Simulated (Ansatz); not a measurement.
# Hf2TaN2: the cost of one run

Program: Ansatz 0.2.0. Level of theory: DFT PBE, scalar-relativistic, plane waves, PAW. These are calculated values, not measurements.

## 1. The structure to begin with

Symmetry: P6/mmm, No. 191, hexagonal system. Conventional cell: a = 3.699 Å, b = 3.699 Å, c = 6.210 Å, α = 90.00°, β = 90.00°, γ = 120.00°. Around Hf (site symmetry 6mm) lie 1 Ta at 1.83 Å. Ta (site symmetry 6/mmm) is surrounded by 2 Hf at 1.83 Å. Around N (site symmetry -6m2) lie 3 N at 2.14 Å.

As a file:

```xyz
5
Lattice="3.6985 0.0000 0.0000 -1.8493 3.2030 0.0000 0.0000 0.0000 6.2096" Properties=species:S:1:pos:R:3 pbc="T T T"
Hf    0.0000    0.0000    4.9379
Hf    0.0000    0.0000    1.2717
Ta    0.0000    0.0000    3.1048
N     0.0000    2.1353    0.0000
N     1.8493    1.0677    0.0000
```

A structure generator made this guess: random cell by space group and Wyckoff sites (P6/mmm, No. 191). The dimensions are guesses.

## 2. Probe: one point on a coarse mesh

input.yaml reads:

```yaml
crystal:
  lattice:
    - [3.69850433, 0.0, 0.0]
    - [-1.84925217, 3.20299871, 0.0]
    - [0.0, 0.0, 6.20962206]
  atoms:
    - { symbol: Hf, position: [0.0, 0.0, 0.795206] }
    - { symbol: Hf, position: [0.0, 0.0, 0.204794] }
    - { symbol: Ta, position: [0.0, 0.0, 0.5] }
    - { symbol: "N", position: [0.33333333, 0.66666667, 0.0] }
    - { symbol: "N", position: [0.66666667, 0.33333333, 0.0] }
basis:
  ecutwfc: 420
kpoints:
  mp_grid: { grid: [6, 6, 4] }
hamiltonian:
  xc: pbe
scf:
  occupations: { method: gaussian, width: 0.1 }
  lower_state_search: "off"
output:
  forces: true
  stress: true
  eigenvalues: true
```

On the command line:

```console
$ ansatz run input.yaml --threads 1 --pin off --max-ram 2560MiB --backend cpu --events-out ev --progress --plain --runs-dir out
```

**Question.** How long does this run take on 1 thread of Intel Xeon at 2.50GHz (Skylake/Cascade Lake), shared host, and how much memory does it need?

About 7.7 s, with a peak of 0.41 GiB.
